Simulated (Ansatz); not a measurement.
# NaF (Villiaumite): a run for elastic constants

Wanted: a converged run for elastic constants for NaF (Villiaumite), and a check of what comes out. The structure is shown as the input types it.

Method: DFT, PBEsol, all-electron LAPW, scalar-relativistic; elastic constants from stresses of strained cells, in Ansatz 0.2.0.

1 further run of the same task is left out (set aside as unsound or not needed).

## (1) The starting structure

It takes space group Fm-3m (No. 225, cubic). The conventional cell has a = 4.630 Å, b = 4.630 Å, c = 4.630 Å, α = 90.00°, β = 90.00°, γ = 90.00°. Na (site symmetry m-3m) has 6 F at 2.32 Å as nearest neighbours. Around F (site symmetry m-3m) lie 6 Na at 2.32 Å.

Structure file:

```xyz
2
Lattice="0.0000 2.3151 2.3151 2.3151 0.0000 2.3151 2.3151 2.3151 0.0000" Properties=species:S:1:pos:R:3 pbc="T T T"
Na    0.0000    0.0000    0.0000
F     2.3151    2.3151    2.3151
```

## (2) Running it

Contents of input.yaml:

```yaml
crystal:
  lattice:
    - [0.0, 2.31509989165, 2.31509989165]
    - [2.31509989165, 0.0, 2.31509989165]
    - [2.31509989165, 2.31509989165, 0.0]
  atoms:
    - { symbol: Na, position: [0.0, 0.0, 0.0] }
    - { symbol: F, position: [0.5, 0.5, 0.5] }
kpoints:
  mp_grid: { grid: [10, 10, 10] }
scf:
  occupations: { method: methfessel_paxton, width: 5.0 }
  max_iter: 60
hamiltonian:
  xc: pbesol
  pseudopotentials: { kind: all_electron, lapw: { basis_error: 0.001 } }
elastic:
  mode: relaxed_ion
  stencil: two_point
  amplitude: 0.008
```

Command:

```console
$ ansatz run input.yaml --threads 1 --pin off --max-ram 2560MiB --backend cpu --events-out ev --progress --plain --runs-dir out
```

What happens when this is run?

This run ends as converged. That alone doesn't make the input a sound one.

Look at the input: scf.occupations.method is methfessel_paxton; scf.occupations.width is 5.0. Occupations are smeared over electronvolts, wider than many features of the bands.

Run again and compare: delete scf.occupations.width (the default then holds) and set scf.occupations.method to fixed.
